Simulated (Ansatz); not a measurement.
# C3H6BFSi: geometry optimisation in Python

A script is to give a geometry optimisation; the system is C3H6BFSi. SMILES: C=C=C([SiH3])BF.

All numbers are computed with the Python package of Ansatz 0.2.0. Level of theory: B3LYP+D4/def2-SVP.

**1. The system**

Bond lengths: C1–C2 1.333 Å, C2–C3 1.303 Å, C3–Si4 1.792 Å, C3–B5 1.567 Å, B5–F6 1.473 Å, C1–H7 1.045 Å, C1–H8 1.110 Å, Si4–H9 1.481 Å, Si4–H10 1.455 Å, Si4–H11 1.537 Å, B5–H12 1.169 Å. Angles (14 of 16 angles, heavy atoms first): C1–C2–C3 178.6°, C2–C3–Si4 120.3°, C2–C3–B5 119.0°, Si4–C3–B5 120.4°, C3–B5–F6 120.1°, C2–C1–H7 119.5°, C2–C1–H8 116.9°, C3–Si4–H9 112.0°, C3–Si4–H10 115.1°, C3–Si4–H11 108.9°, C3–B5–H12 122.3°, F6–B5–H12 117.6°, H7–C1–H8 123.2°, H9–Si4–H10 108.2°.

The script holds or builds the structure itself.

**2. The script**

Input file run_opt.py:

```python
'''Minimum-energy structure of C3H6BFSi.'''

import itertools

import ansatz as az
from ase import Atoms
from ase.data import atomic_numbers, covalent_radii
import numpy as np

atoms = Atoms(['C', 'C', 'C', 'Si', 'B', 'F', 'H', 'H', 'H', 'H', 'H', 'H'], positions=[
    [0.6266, -1.4581, -1.8411],
    [0.3156, -0.5646, -0.9023],
    [0.027, 0.291, 0.0374],
    [-0.8709, -0.2357, 1.4958],
    [0.6021, 1.7457, -0.058],
    [0.3195, 2.7225, 1.0076],
    [0.2304, -2.4234, -1.7844],
    [1.2057, -1.09, -2.7132],
    [-1.3248, -1.6411, 1.3889],
    [-0.1513, -0.0839, 2.7516],
    [-2.1664, 0.583, 1.6067],
    [1.2636, 2.0993, -0.9551],
])
geometry = az.Crystal.molecule_from_ase(atoms)

calc = geometry.calculation()
calc = calc.basis(gaussian='def2-SVP')
calc = calc.functional('B3LYP', dispersion='d4')
symbols = [site.symbol for site in geometry.cartesian_sites]
start = np.array([site.position_ang for site in geometry.cartesian_sites], dtype=float)
r = calc.relax(force_tolerance=0.005).run(threads=1, pin='off').report
end = np.array(r['positions_ang'])

for key in ('converged', 'free_energy_ev', 'reference_energy_ev', 'n_frozen', 'n_occupied', 'n_virtual'):
    print(f'{key:22s} {r[key]}')

# pairs closer than 1.2 times the sum of covalent radii, before or after
radius = [covalent_radii[atomic_numbers[s]] for s in symbols]
span = lambda where, i, j: np.linalg.norm(where[i] - where[j])
bonded = [(i, j) for i, j in itertools.combinations(range(len(symbols)), 2) if min(span(start, i, j), span(end, i, j)) < 1.2 * (radius[i] + radius[j])]
print('pair        before    after (A)')
for i, j in bonded:
    print(f'{symbols[i]}{i}-{symbols[j]}{j}'.ljust(10), f'{span(start, i, j):8.4f} {span(end, i, j):8.4f}')

charges = r['charge_distribution']
print('dipole moment', round(4.803205 * float(np.linalg.norm(charges['dipole_moment_e_ang'])), 3), 'D')
print('Mulliken:', [(s, round(q, 3)) for s, q in zip(symbols, charges['mulliken_charges_e'])])
with open('c3h6bfsi_opt.xyz', 'w') as handle:
    handle.write(f'{len(symbols)}\nrelaxed C3H6BFSi\n')
    handle.writelines(f'{s:2s} {x:11.6f} {y:11.6f} {z:11.6f}\n' for s, (x, y, z) in zip(symbols, end))
```

**3. What the engine is handed**

The package turns the script's settings into the engine's input:

```yaml
crystal:
  periodic: [false, false, false]
  atoms:
    - { symbol: C, position_ang: [0.6266, -1.4581, -1.8411] }
    - { symbol: C, position_ang: [0.3156, -0.5646, -0.9023] }
    - { symbol: C, position_ang: [0.027, 0.291, 0.0374] }
    - { symbol: Si, position_ang: [-0.8709, -0.2357, 1.4958] }
    - { symbol: B, position_ang: [0.6021, 1.7457, -0.058] }
    - { symbol: F, position_ang: [0.3195, 2.7225, 1.0076] }
    - { symbol: H, position_ang: [0.2304, -2.4234, -1.7844] }
    - { symbol: H, position_ang: [1.2057, -1.09, -2.7132] }
    - { symbol: H, position_ang: [-1.3248, -1.6411, 1.3889] }
    - { symbol: H, position_ang: [-0.1513, -0.0839, 2.7516] }
    - { symbol: H, position_ang: [-2.1664, 0.583, 1.6067] }
    - { symbol: H, position_ang: [1.2636, 2.0993, -0.9551] }
basis:
  gaussian:
    orbitals: def2-SVP
hamiltonian:
  xc: b3lyp
  dispersion: d4
relax:
  f_tol: 0.005
```

**4. Launch**

Run with:

```sh
python run_opt.py
```

**Question.** What results will this script give? Wanted: total energy; dipole moment; moves of the relaxation; energy gained; last largest force component.

As calculated:

| quantity | value |
| --- | --- |
| total energy | -14473.2871 eV |
| dipole moment | 1.78 D |
| moves of the relaxation | 19 |
| energy gained | 2.067 eV |
| last largest force component | 0.0043 eV/Å |

**Reading.** The relaxation took 19 moves; the largest shift is 1.276 Å, of atom 7 (H). So large a move can change the bonding: the results belong to the relaxed structure. What to keep in mind:
- The end point is the stationary point reached from this start; no frequency run checks that it is a minimum, and the basis set is modest.
- Total less reference energy is the dispersion correction.
- b3lyp holds the VWN-RPA fit, as in Gaussian; the form of ORCA and Turbomole is b3lyp5.
